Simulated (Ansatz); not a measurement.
# KBr: how the settings move a relaxation

Aim: see which settings change the result for KBr, by how much, and at what cost.

Program: Ansatz 0.2.0. Level of theory: reference: DFT, r2SCAN, PAW with Ansatz's default frozen-core files, scalar-relativistic; relaxation of cell and atoms. These are calculated values, not measurements.

1 further run of the same task is left out (set aside as unsound or not needed).

### Step 1. Starting point

Symmetry: Fm-3m, No. 225, cubic system. Conventional cell: a = 6.600 Å, b = 6.600 Å, c = 6.600 Å, α = 90.00°, β = 90.00°, γ = 90.00°. Around K (site symmetry m-3m) lie 6 Br at 3.30 Å. Around Br (site symmetry m-3m) lie 6 K at 3.30 Å.

Structure file:

```xyz
2
Lattice="0.0000 3.3000 3.3000 3.3000 0.0000 3.3000 3.3000 3.3000 0.0000" Properties=species:S:1:pos:R:3 pbc="T T T"
K     0.0000    0.0000    0.0000
Br    3.3000    3.3000    3.3000
```

### Step 2. Reference

input.yaml

```yaml
crystal:
  lattice:
    - [0.0, 3.3, 3.3]
    - [3.3, 0.0, 3.3]
    - [3.3, 3.3, 0.0]
  atoms:
    - { symbol: K, position: [0.0, 0.0, 0.0] }
    - { symbol: Br, position: [0.5, 0.5, 0.5] }
kpoints:
  mp_grid: { grid: [12, 12, 12] }
scf:
  occupations: { method: fermi_dirac, width: 0.08 }
hamiltonian:
  xc: r2scan
  pseudopotentials: { kind: paw }
relax:
  f_tol: 0.002
  max_steps: 80
  cell: {}
output:
  forces: true
  stress: true
```

Started as:

```sh
> ansatz run input.yaml --threads 1 --pin off --max-ram 2560MiB --backend cpu --events-out ev --progress --plain --runs-dir out
```

### Step 3. A further run, with the input changed

input.yaml: that of step 2 with these lines changed.

```diff
@@ -9,5 +9,6 @@
 kpoints:
-  mp_grid: { grid: [12, 12, 12] }
+  mp_grid: { grid: [6, 6, 6] }
 scf:
-  occupations: { method: fermi_dirac, width: 0.08 }
+  occupations: { method: fixed }
+  lower_state_search: "off"
 hamiltonian:
```

(Steps that only read results are left out.)

Q: Predict the outcome of this session. Wanted: for each run, ending; energy change; pressure; gap; force.

**Answer**, as computed:

```tsv
run	ending	energy change	pressure (GPa)	gap (eV)	force (eV/Å)	cycles	time
reference	converged	0	0.0	5.07	0.00	15	24 s
1: mp_grid.grid [6, 6, 6], occupations.method fixed, lower_state_search off	converged	0.0 meV/atom (σ→0)	0.0	5.07	0.00	15	8.8 s
```

**Reading.** Changing the k-point mesh, smearing and search for lower states hardly moves the energy: 0.0 meV/atom. Cost: 8.8 s against 24 s.
